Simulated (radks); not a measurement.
**Nuclear size and the levels of Ce⁺**

One table from this session's results is given with a row withheld; the runs are named, their logs left out.

The numbers are computed with radks (a radial shooting solver on a logarithmic mesh, Libxc functionals) version 1 (Dirac Kohn-Sham, relativistic LDA (MacDonald-Vosko exchange, VWN5 correlation), spin-unpolarised, spherical densities, finite nucleus; open shells fill j = l - 1/2 first), except any that are marked as measured or tabulated.

### What is computed

- element: cerium (Z = 58)
- charge: +1
- electrons: 57
- configuration: [Xe] 4f1 5d2
- nuclear rms radius: 4.8771 fm

Set-up of the first run:

Input:

```text
Z 58
configuration [Xe] 4f1 5d2 6s0 6p0
relativity Dirac
functional lda_x_rel,vwn5
spin unpolarised
j_filling energy
nucleus finite rms 4.8771 fm
c 137.035999084
```

Steps of the session up to this table: rms radius 4.8771 fm.

One of the session's tables, all rows but one given; the rest of the session is left out.

It belongs to the step «rms radius 4.8771 fm». From the orbitals of this run (lengths in bohr):

| level | <r> | outermost maximum (interpolated) | 90 % within | nodes |
| --- | --- | --- | --- | --- |
| 5p3/2 | 1.799 | 1.57 | 2.64 | 3 |
| 4f5/2 | 1.101 | 0.706 | 1.91 | 0 |
| 4f7/2 | 1.114 | 0.711 | 1.93 | 0 |
| 6s1/2 | 4.058 | 3.59 | 5.86 | 5 |
| 5d3/2 | ? | ? | ? | ? |
| 5d5/2 | 2.874 | 2.22 | 4.50 | 2 |
| 6p1/2 | 4.981 | 4.37 | 7.24 | 4 |
| 6p3/2 | 5.190 | 4.57 | 7.53 | 4 |

Q: Estimate the row for 5d3/2 from the others.

**Answer.** <r>: 2.820; outermost maximum (interpolated): 2.18; 90 % within: 4.41; nodes: 2. In the column «<r>» it lies between 5p3/2 (1.799) and 5d5/2 (2.874).
